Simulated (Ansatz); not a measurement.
## C2H4OSi, SMILES OC#C[SiH3]: a short molecular-dynamics run

Run with the Ansatz DFT code, driven from Python.

The script, `c2h4osi.py`:
```python
'''A short Born-Oppenheimer trajectory of C2H4OSi.'''

import warnings

import ansatz as az
import numpy as np

GEOMETRY = '''
O     2.64950    0.92650    0.50990
C     1.37390    0.49510    0.30410
C     0.23880    0.07020    0.11970
Si   -1.37370   -0.59610   -0.11310
H     2.92930    1.39670   -0.32620
H    -2.39970    0.03760    0.84020
H    -1.89380   -0.32770   -1.48630
H    -1.43220   -2.05940    0.09600
'''

warnings.simplefilter('ignore', az.DeckWarning)

mol = az.Crystal.molecule()
for line in GEOMETRY.strip().splitlines():
    symbol, *xyz = line.split()
    mol = mol.atom(symbol, [float(v) for v in xyz])

model = mol.calculation().basis(gaussian='6-31G').functional('pbe')
symbols = [site.symbol for site in mol.cartesian_sites]
start = np.array([site.position_ang for site in mol.cartesian_sites], dtype=float)
rep = model.relax(force_tolerance=0.02).run(threads=1).report
end = np.array(rep['positions_ang'])
minimum = az.Crystal.molecule()
for symbol, place in zip(symbols, end):
    minimum = minimum.atom(symbol, place.tolist())

# dynamics from the relaxed geometry
model = (
    minimum.calculation()
    .basis(gaussian='6-31G')
    .functional('pbe')
    .md('nve', timestep=1.0, steps=30, temperature=500, initial_velocities='maxwell_boltzmann', seed=90)
)
frames = []
result = model.session().plan().execute(on_event=lambda e: frames.append(e['data']) if e['event'] == 'md_step' else None)
print('t (fs)   E_pot (eV)      E_kin (eV)   T (K)   d(0-1) (A)')
for f in frames[::1]:
    xyz = np.array(f['positions_ang'])
    print(f'{f["time_fs"]:6.2f} {f["lagrangian_ev"]:14.5f} {f["e_kin_ev"]:10.5f} {f["temperature_k"]:8.1f} {np.linalg.norm(xyz[0] - xyz[1]):9.4f}')
kept = np.array([f['conserved_ev'] for f in frames])
print(f'conserved energy moves by at most {1000 * np.ptp(kept):.3f} meV')
```

```console
$ python c2h4osi.py
t (fs)   E_pot (eV)      E_kin (eV)   T (K)   d(0-1) (A)
  0.00   -12049.64644    0.38778    500.0    1.3342
  1.00   -12049.61124    0.35455    457.2    1.3317
  2.00   -12049.53434    0.28128    362.7    1.3305
  3.00   -12049.47129    0.22047    284.3    1.3317
  4.00   -12049.45627    0.20457    263.8    1.3355
  5.00   -12049.47567    0.22087    284.8    1.3420
  6.00   -12049.48472    0.22853    294.7    1.3506
  7.00   -12049.46430    0.21019    271.0    1.3601
  8.00   -12049.44088    0.18745    241.7    1.3695
  9.00   -12049.42340    0.16841    217.1    1.3774
 10.00   -12049.39210    0.13792    177.8    1.3830
 11.00   -12049.35737    0.10567    136.3    1.3855
 12.00   -12049.35481    0.10417    134.3    1.3849
 13.00   -12049.40056    0.14844    191.4    1.3812
 14.00   -12049.47172    0.21639    279.0    1.3753
 15.00   -12049.51931    0.26153    337.2    1.3678
 16.00   -12049.50881    0.25248    325.5    1.3596
 17.00   -12049.46300    0.21024    271.1    1.3516
 18.00   -12049.43243    0.17992    232.0    1.3446
 19.00   -12049.42441    0.17083    220.3    1.3392
 20.00   -12049.42451    0.17119    220.7    1.3361
 21.00   -12049.43389    0.18069    233.0    1.3357
 22.00   -12049.45353    0.19956    257.3    1.3376
 23.00   -12049.47103    0.21572    278.2    1.3412
 24.00   -12049.46485    0.20857    268.9    1.3455
 25.00   -12049.42196    0.16728    215.7    1.3490
 26.00   -12049.36931    0.11863    153.0    1.3505
 27.00   -12049.36357    0.11324    146.0    1.3493
 28.00   -12049.41001    0.15612    201.3    1.3452
 29.00   -12049.45910    0.20363    262.6    1.3392
 30.00   -12049.48433    0.22949    295.9    1.3323
conserved energy moves by at most 8.324 meV
```

Reading the output:
- Total energies depend on the basis set; only differences at equal settings carry meaning.
- The trajectory is only some femtoseconds long, so its temperature is not equilibrated; where the script doesn't relax first, it starts from a rough generated geometry.
- The temperature counts the internal degrees of freedom alone.
- With hydrogen a step over 0.5 fs is long.
- Run time: 34 s on 1 thread of Intel(R) Xeon(R) 6975P-C (Granite Rapids) (shared host), peak memory 0.2 GiB.

(Lines on the test bed's own set-up are left out of the output.)
